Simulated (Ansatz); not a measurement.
# Cd3HgSe4: the cost of one run

Program: Ansatz 0.2.0. Level of theory: DFT PBE, scalar-relativistic, plane waves, PAW. These are calculated values, not measurements.

## 1. Starting point

The structure is tetragonal, space group P-4m2 (No. 115). Conventional cell: a = 4.398 Å, b = 4.398 Å, c = 12.393 Å, α = 90.00°, β = 90.00°, γ = 90.00°. Cd (site symmetry 2mm) is surrounded by 4 Se at 2.68 Å. Cd (site symmetry -4m2) is surrounded by 4 Se at 2.68 Å. Around Hg (site symmetry -4m2) lie 4 Se at 2.71 Å. Around Se (site symmetry 2mm) lie 4 Cd at 2.68 Å. Se (site symmetry 2mm) is surrounded by 2 Cd at 2.68 Å and 2 Hg at 2.71 Å.

Structure file:

```cif
data_structure
_symmetry_space_group_name_H-M 'P 1'
_symmetry_Int_Tables_number 1
_cell_length_a 4.3977
_cell_length_b 4.3977
_cell_length_c 12.3927
_cell_angle_alpha 90.000
_cell_angle_beta 90.000
_cell_angle_gamma 90.000
_cell_volume 239.68
loop_
_atom_site_label
_atom_site_type_symbol
_atom_site_fract_x
_atom_site_fract_y
_atom_site_fract_z
_atom_site_occupancy
Cd1 Cd 0.00000 0.00000 0.75139 1
Cd2 Cd 0.50000 0.50000 0.00000 1
Cd3 Cd 0.00000 0.00000 0.24861 1
Hg1 Hg 0.50000 0.50000 0.50000 1
Se1 Se 0.50000 0.00000 0.87570 1
Se2 Se 0.00000 0.50000 0.12430 1
Se3 Se 0.50000 0.00000 0.37265 1
Se4 Se 0.00000 0.50000 0.62735 1
```

The start is the relaxed end of an invented cell (made as: elements ordered on the sites of the CdSe type, Cd/Hg on Cd (P-4m2, No. 115)), taken up again for a closer look.

## 2. A first look at the guess

File input.yaml:

```yaml
crystal:
  lattice:
    - [4.3977402, 0.0, 0.0]
    - [0.0, 4.3977402, 0.0]
    - [0.0, 0.0, 12.3927205]
  atoms:
    - { symbol: Cd, position: [0.0, 0.0, 0.751386] }
    - { symbol: Cd, position: [0.5, 0.5, 0.0] }
    - { symbol: Cd, position: [0.0, 0.0, 0.248614] }
    - { symbol: Hg, position: [0.5, 0.5, 0.5] }
    - { symbol: Se, position: [0.5, 0.0, 0.8757] }
    - { symbol: Se, position: [0.0, 0.5, 0.1243] }
    - { symbol: Se, position: [0.5, 0.0, 0.372647] }
    - { symbol: Se, position: [0.0, 0.5, 0.627353] }
basis:
  ecutwfc: 420
kpoints:
  mp_grid: { grid: [4, 4, 2] }
hamiltonian:
  xc: pbe
scf:
  occupations: { method: gaussian, width: 0.1 }
  lower_state_search: "off"
output:
  forces: true
  stress: true
  eigenvalues: true
```

Launch:

```bash
$ ansatz run input.yaml --threads 4 --pin off --max-ram 8192MiB --backend cpu --events-out ev --progress --plain --runs-dir out
```

What time and memory should one allow on 4 threads of Intel Xeon Platinum 8259CL at 2.50GHz (Skylake/Cascade Lake), shared host?

About 4.1 s, with a peak of 0.85 GiB.
